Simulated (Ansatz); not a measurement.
# SrCl2: how the settings move a single-point run

Aim: see which settings change the result for SrCl2, by how much, and at what cost.

Method: reference: DFT, PBE, plane waves, PAW, in Ansatz 0.2.0.

4 further runs of the same task are left out: 4 that didn't finish.

**1. The starting structure**

The structure is cubic, space group Fm-3m (No. 225). The conventional cell has a = 6.995 Å, b = 6.995 Å, c = 6.995 Å, α = 90.00°, β = 90.00°, γ = 90.00°. Around Sr (site symmetry m-3m) lie 8 Cl at 3.03 Å. Cl (site symmetry -43m) has 4 Sr at 3.03 Å as nearest neighbours.

Coordinates:

```cif
data_structure
_symmetry_space_group_name_H-M 'P 1'
_symmetry_Int_Tables_number 1
_cell_length_a 4.9464
_cell_length_b 4.9464
_cell_length_c 4.9464
_cell_angle_alpha 60.000
_cell_angle_beta 60.000
_cell_angle_gamma 60.000
_cell_volume 85.58
loop_
_atom_site_label
_atom_site_type_symbol
_atom_site_fract_x
_atom_site_fract_y
_atom_site_fract_z
_atom_site_occupancy
Sr1 Sr 0.00000 0.00000 0.00000 1
Cl1 Cl 0.25000 0.25000 0.25000 1
Cl2 Cl 0.75000 0.75000 0.75000 1
```

**2. Baseline**

Contents of input.yaml:

```yaml
crystal:
  lattice:
    - [0.0, 3.4976509443, 3.4976509443]
    - [3.4976509443, 0.0, 3.4976509443]
    - [3.4976509443, 3.4976509443, 0.0]
  atoms:
    - { symbol: Sr, position: [0.0, 0.0, 0.0] }
    - { symbol: Cl, position: [0.25, 0.25, 0.25] }
    - { symbol: Cl, position: [0.75, 0.75, 0.75] }
kpoints:
  mp_grid: { grid: [4, 4, 4] }
hamiltonian:
  xc: pbe
scf:
  occupations: { method: fixed }
  n_extra_bands: 4
output:
  forces: true
  stress: true
  eigenvalues: true
```

Run with:

```
$ ansatz run input.yaml --threads 4 --pin off --max-ram 3686MiB --backend cpu --events-out ev --progress --plain --runs-dir out
```

**3. Changing settings: exchange pbe, correlation pbe, coeff 0.5**

input.yaml, as its differences from that of step 2:

```diff
@@ -12,3 +12,3 @@
 hamiltonian:
-  xc: pbe
+  xc: { exchange: pbe, correlation: pbe, exx: { coeff: 0.5 } }
 scf:
```

**4. Changed: exchange pbe, correlation pbe, coeff 0.35**

input.yaml, as its differences from that of step 2:

```diff
@@ -12,3 +12,3 @@
 hamiltonian:
-  xc: pbe
+  xc: { exchange: pbe, correlation: pbe, exx: { coeff: 0.35 } }
 scf:
```

**5. Variant: exchange pbe, correlation pbe, coeff 0.3**

input.yaml, as its differences from that of step 2:

```diff
@@ -12,3 +12,3 @@
 hamiltonian:
-  xc: pbe
+  xc: { exchange: pbe, correlation: pbe, exx: { coeff: 0.3 } }
 scf:
```

Before running it: what results should come out? Wanted: for each run, ending; energy change; pressure; gap; force.

As calculated:

```
                                         run     ending   energy change  pressure (GPa)  gap (eV)  force (eV/Å)  cycles    time
                                   reference  converged               -             0.7      5.31          0.00       6  0.48 s
 1: exchange pbe, correlation pbe, coeff 0.5  converged  not comparable            -0.5      9.38          0.00      16   8.1 s
2: exchange pbe, correlation pbe, coeff 0.35  converged  not comparable            -0.1      8.13          0.00      12   6.3 s
 3: exchange pbe, correlation pbe, coeff 0.3  converged  not comparable             0.0      7.72          0.00      12   6.7 s
```

Residual by cycle in the longest SCF loop of each run; runs are numbered as in the table. The quantity is the density residual dr2, in eV.

```
cycle  reference    run 1    run 2    run 3
    1     8.0e-5   0.0197   0.0119  0.00945
    2     2.4e-5  0.00802  0.00318  0.00217
    3     4.1e-6  0.00182   8.1e-4   5.9e-4
    4     7.9e-7   3.0e-4   6.3e-5   3.2e-5
    5     1.7e-7   1.2e-4   3.1e-5   1.8e-5
    6     2.5e-8   1.2e-5   1.4e-6   5.5e-7
```

What this shows: The totals of these runs aren't set against each other here.
